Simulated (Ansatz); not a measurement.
# Na (diamond type): the cost of one run

Program: Ansatz 0.2.0. Level of theory: DFT LDA, with the methods named in each step. These are calculated values, not measurements.

This is Na in the diamond structure; at room conditions it is bcc.

3 further runs of the same task are left out: 3 that didn't finish. Runs told in other sessions of the task aren't counted.

### Step 1. The structure to begin with

Symmetry: Fd-3m, No. 227, cubic system. The conventional cell has a = 7.278 Å, b = 7.278 Å, c = 7.278 Å, α = 90.00°, β = 90.00°, γ = 90.00°. Around Na (site symmetry -43m) lie 4 Na at 3.15 Å.

Structure file:

```xyz
2
Lattice="0.0000 3.6390 3.6390 3.6390 0.0000 3.6390 3.6390 3.6390 0.0000" Properties=species:S:1:pos:R:3 pbc="T T T"
Na   -0.9097   -0.9097   -0.9097
Na    0.9097    0.9097    0.9097
```

Whether this phase is the stable one at these pressures isn't tested.

Atoms are numbered in the order of the input: Na1, Na2.

### Step 2. The reference volume, LAPW

Contents of input.yaml:

```yaml
crystal:
  lattice:
    - [0.0, 3.6389589135, 3.6389589135]
    - [3.6389589135, 0.0, 3.6389589135]
    - [3.6389589135, 3.6389589135, 0.0]
  atoms:
    - { symbol: Na, position: [-0.125, -0.125, -0.125] }
    - { symbol: Na, position: [0.125, 0.125, 0.125] }
kpoints:
  mp_grid: { grid: [10, 10, 10] }
  band_path:
    path:
      - [0.0, 0.0, 0.0]
      - [0.5, 0.0, 0.5]
      - [0.625, 0.25, 0.625]
      - [0.375, 0.375, 0.75]
      - [0.0, 0.0, 0.0]
      - [0.5, 0.5, 0.5]
      - [0.5, 0.25, 0.75]
      - [0.5, 0.0, 0.5]
    npoints: 14
scf:
  occupations: { method: fermi_dirac, width: 0.08 }
hamiltonian:
  xc: lda
  pseudopotentials: { kind: all_electron, lapw: { basis_error: 0.001 } }
output:
  forces: true
  stress: true
  eigenvalues: true
  populations: true
  dos: { projected: true, de: 0.2, e_range: [-14, 8] }
```

The run is started by

```
$ ansatz run input.yaml --threads 1 --pin off --max-ram 2048MiB --backend cpu --events-out ev --progress --plain --runs-dir out
```

What time and memory should one allow on 1 thread of Arm Neoverse V1, shared host?

About 7.8 s, with a peak of 0.23 GiB.
